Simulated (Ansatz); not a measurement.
Ta3AsAu2O13:

```
Ta As Au O
1.0
     6.43030   -1.94333   -0.00483
     6.43030    1.94333   -0.00483
    -2.54785    0.00000   10.68617
Ta As Au O
3 1 2 13
Direct
  0.42174 0.42174 0.35289
  0.60514 0.60514 0.67616
  0.33575 0.33575 0.98865
  0.62199 0.62199 0.00347
  0.71608 0.71608 0.34780
  0.30523 0.30523 0.63263
  0.69967 0.69967 0.15479
  0.56266 0.56266 0.34673
  0.27377 0.27377 0.44492
  0.32994 0.32994 0.81777
  0.48263 0.48263 0.55126
  0.75351 0.75351 0.62745
  0.36278 0.36278 0.18289
  0.87969 0.87969 0.36594
  0.57427 0.57427 0.83568
  0.11671 0.11671 0.67068
  0.49325 0.49325 0.03078
  0.16601 0.16601 0.98717
  0.79918 0.79918 0.98234
```

The cell was built by a generator and needn't be a form met in nature.

Base run:

```yaml
Program: Ansatz 0.2.0
Functional: revPBE
Potentials_or_basis: Ansatz PAW
Cutoff: "420 eV (not typed: the program's choice for these potentials)"
k_mesh: 7 × 7 × 3
Occupations: fermi-dirac, width 0.05 eV
Spin: no spin polarisation
```

Its results: band gap on the k mesh none (metal or under the smearing width); pressure 2.7 GPa; largest force 0.069 eV/Å.

Q: The run is repeated on the same cell with these changes: functional from revPBE to RPBE. What comes out?

A: Band gap on the k mesh none (metal or under the smearing width); pressure 3.6 GPa; largest force 0.101 eV/Å.

Caveats: spin-orbit coupling is left out, which moves the levels of the heavy elements; the PAW data sets come from PBE, with cores solved anew for the run's functional, which leaves a small shift of forces and pressure.
